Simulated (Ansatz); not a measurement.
# ZrH₂ (singlet): from Hartree-Fock to the top rungs at angle H2–Zr1–H3 = 142.2°, def2-SVP

Aim: climb from Hartree-Fock through coupled cluster and multireference methods for ZrH₂ (singlet) at one geometry and basis, and see what each rung misses.

Program: Ansatz 0.2.0, Gaussian basis. Level of theory: def2-SVP, core rule «outside noble gas», up to 4 orbitals frozen. These are calculated values, not measurements.

To be run: UHF; CCSD(T) on RHF; CCSD(T) on UHF; CISD; CCSDT(Q) on RHF; CCSDT(Q) on UHF; CASSCF and MRCISD+Q, 2 electrons in 2 orbitals; CASSCF and NEVPT2, 2 electrons in 2 orbitals; Full CI.

21 further runs of the same task are left out: 14 for a known fault of the program, 5 that didn't finish, 2 set aside as unsound or not needed.

### 1 The system

The geometry derives from a PBE0/def2-TZVP stationary point (not a proven minimum). One angle is set to the value named; bond lengths are kept. No spin-orbit coupling is included. Elements past krypton take def2 core potentials.

3 atoms, charge 0, spin multiplicity 1.

Atoms are counted from 1 here; the program's logs count them from 0.

Bond lengths: Zr1–H2 1.929 Å, Zr1–H3 1.929 Å. Angles: H2–Zr1–H3 142.2°.

### 2 UHF

Contents of in.yaml:

```yaml
crystal:
  periodic: [false, false, false]
  atoms:
    - {symbol: Zr, position_ang: [-0.013508, 0.000000, 0.000000]}
    - {symbol: H, position_ang: [0.611264, 0.000000, -1.824809]}
    - {symbol: H, position_ang: [0.611264, 0.000000, 1.824809]}
basis:
  gaussian: {orbitals: def2-SVP}
magnetization: {spin_polarized: true, initial_magnetization: 0}
hamiltonian: {xc: hf}
output: {orbitals: {seedname: orbitals}}
```

Command:

```console
$ ansatz run in.yaml --threads 1 --pin off --events-out ev --progress --plain --max-ram 2393MiB
```

The runs that follow: CCSD(T) on RHF; CCSD(T) on UHF; CISD; CCSDT(Q) on RHF; CCSDT(Q) on UHF; CASSCF and MRCISD+Q, 2 electrons in 2 orbitals; CASSCF and NEVPT2, 2 electrons in 2 orbitals; Full CI.

Q: Predict the results of all the runs planned. Wanted: FCI below the RHF energy; RMP2 from FCI; RCCSD from FCI; RCCSD(T) from FCI; RCCSDT(Q) from FCI; T1 diagnostic; effectively unpaired electrons.

As calculated:

| quantity | value |
| --- | --- |
| FCI below the RHF energy | -3.2208 eV |
| RMP2 from FCI | +24.75 kcal/mol |
| RCCSD from FCI | +4.38 kcal/mol |
| RCCSD(T) from FCI | +1.34 kcal/mol |
| RCCSDT(Q) from FCI | -0.09 kcal/mol |
| levels within 1 kcal/mol (43 meV) | RCCSDT, RCCSDT(Q) |
| T1 diagnostic | 0.030 |
| effectively unpaired electrons | 0.94 |

What this shows: RCCSD(T) lands +1.34 kcal/mol from the yardstick (1.8 % of the correlation energy). RCCSDT(Q) falls below full CI, which methods that aren't variational can do. The occupations show strong static correlation (0.9 unpaired electrons where one determinant has 0). Coupled cluster on one determinant still stays close here. These misses are within one basis, not against nature.
